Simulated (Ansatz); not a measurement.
# HfC (triplet): wave-function methods side by side, def2-TZVPP

The task here is to estimate one member of a computed series from the others.

Program: Ansatz 0.2.0, Gaussian basis. Level of theory: def2-TZVPP, core rule «outside noble gas», up to 5 orbitals frozen. These are calculated values, not measurements.

Plan: UHF; CCSD(T) on ROHF; CCSD(T) on UHF; CCSDT(Q) on ROHF; CCSDT(Q) on UHF.

17 further runs of the same task are left out: 12 for a known fault of the program, 5 set aside as unsound or not needed.

## What is computed

The geometry is a PBE0/def2-TZVP stationary point (not a proven minimum) of the parent state, kept for this charge and spin. No spin-orbit coupling is included. Elements past krypton take def2 core potentials.

2 atoms, charge 0, spin multiplicity 3.

Atoms are counted from 1 here; the program's logs count them from 0.

Bond lengths: Hf1–C2 2.091 Å.

The first run:

The input, in.yaml:

```yaml
crystal:
  periodic: [false, false, false]
  atoms:
    - {symbol: Hf, position_ang: [0.000000, 0.000000, 0.000000]}
    - {symbol: C, position_ang: [0.000000, 0.000000, 2.090600]}
basis:
  gaussian: {orbitals: def2-TZVPP}
magnetization: {spin_polarized: true, initial_magnetization: 2}
hamiltonian: {xc: hf}
output: {orbitals: {seedname: orbitals}}
```

The run is started by

```bash
$ ansatz run in.yaml --threads 1 --pin off --events-out ev --progress --plain --max-ram 4096MiB --backend cpu
```

Among the steps run: UHF; CCSD(T) on ROHF; CCSD(T) on UHF; CCSDT(Q) on ROHF; CCSDT(Q) on UHF.

One of the session's tables, all rows but one given; the rest of the session is left out.

```
   method  from RCCSDT(Q) (kJ/mol)
     ROHF                   +655.1
      UHF                   +550.5
     RMP2                        ?
     UMP2                   +178.2
    RCCSD                    +57.2
    UCCSD                    +57.0
 RCCSD(T)                     +9.4
 UCCSD(T)                    +19.4
   RCCSDT                     +4.9
   UCCSDT                     +7.0
RCCSDT(Q)                        0
UCCSDT(Q)                     +1.0
```

**Question.** Estimate the row for RMP2.

As computed: from RCCSDT(Q) (kJ/mol): +118.2. In the column «from RCCSDT(Q) (kJ/mol)» it lies between RCCSD (+57.2) and UMP2 (+178.2).

Caveats from the session: The determinant is far from a pure spin state, so its energy mixes those of several spin states (harmless only where they are near-degenerate, as at dissociation). Warnings: spin contamination; large T1 diagnostic. Restricted and unrestricted rows rest on different reference determinants; where their highest levels disagree by more than a few hundredths of an eV, they describe different states and don't form one ladder.
